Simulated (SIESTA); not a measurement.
TiPt8:

```
Pt Ti
1.0
    -4.15600    4.15600    1.94850
     4.15600   -4.15600    1.94850
     4.15600    4.15600   -1.94850
Pt Ti
8 1
Cartesian
  0.0000 5.5940 0.0000
  5.5940 0.0000 0.0000
  0.0000 2.7180 0.0000
  2.7180 0.0000 0.0000
  -1.3881 1.3881 1.9485
  1.3881 1.3881 1.9485
  1.3881 -1.3881 1.9485
  2.7679 2.7679 0.0000
  0.0000 0.0000 0.0000
```

- Program: SIESTA 5.4.2
- Task: single point
- Functional: PBEsol
- Potentials or basis: PseudoDojo 0.4 standard (PBEsol files)
- Basis: DZP (energy shift 0.003 Ry; two zetas on semicore shells)
- Grid cutoff: 800 Ry
- Energy shift: 0.003 Ry
- k mesh: 8 × 8 × 8
- Occupations: fermi-dirac, width 0.05 eV
- Spin: no spin polarisation

On this cell: pressure 1.6 GPa; largest force 1.145 eV/Å; band gap on the k mesh none (metal or under the smearing width).

The same run follows on a disturbed copy (atoms moved at random, drawn with an rms of 0.05 Å):

```
Pt Ti
1.0
    -4.15600    4.15600    1.94850
     4.15600   -4.15600    1.94850
     4.15600    4.15600   -1.94850
Pt Ti
8 1
Cartesian
  0.0378 5.6149 -0.0072
  5.6228 0.0403 -0.0194
  0.0304 2.7655 0.0123
  2.7229 -0.0084 -0.0389
  -1.3294 1.3855 1.9271
  1.3360 1.3891 1.9145
  1.4348 -1.3782 1.9278
  2.7802 2.7425 -0.0273
  -0.0129 -0.0052 0.0003
```

**Question.** What does the disturbed cell give?

**Answer.** The energy (extrapolated to zero smearing) moves by +5.8 meV/atom; pressure 1.9 GPa; largest force 1.349 eV/Å; band gap on the k mesh none (metal or under the smearing width).

Forces in eV/Å, atoms in the order of the input:
```
Pt  -0.311 -0.443 -0.276
Pt  -0.419 -0.433  0.113
Pt  -0.105  0.227 -0.637
Pt   0.439  0.430  0.358
Pt   0.116 -0.759  0.207
Pt   0.407 -0.768  0.285
Pt  -1.107  0.771 -0.019
Pt   0.717  0.948  0.132
Ti   0.263  0.026 -0.163
```

Stress tensor (GPa, compression positive):
```
 2.07 -0.01  0.13
-0.01  1.03 -0.07
 0.13 -0.07  2.75
```

Caveats: short orbitals over semicore shells can move pressures by several GPa; the basis of atomic orbitals isn't converged, which shifts pressures, moduli and gaps; forces of over 1 eV/Å show positions far from the minimum, so gaps and moduli don't describe the material at rest (some runs).
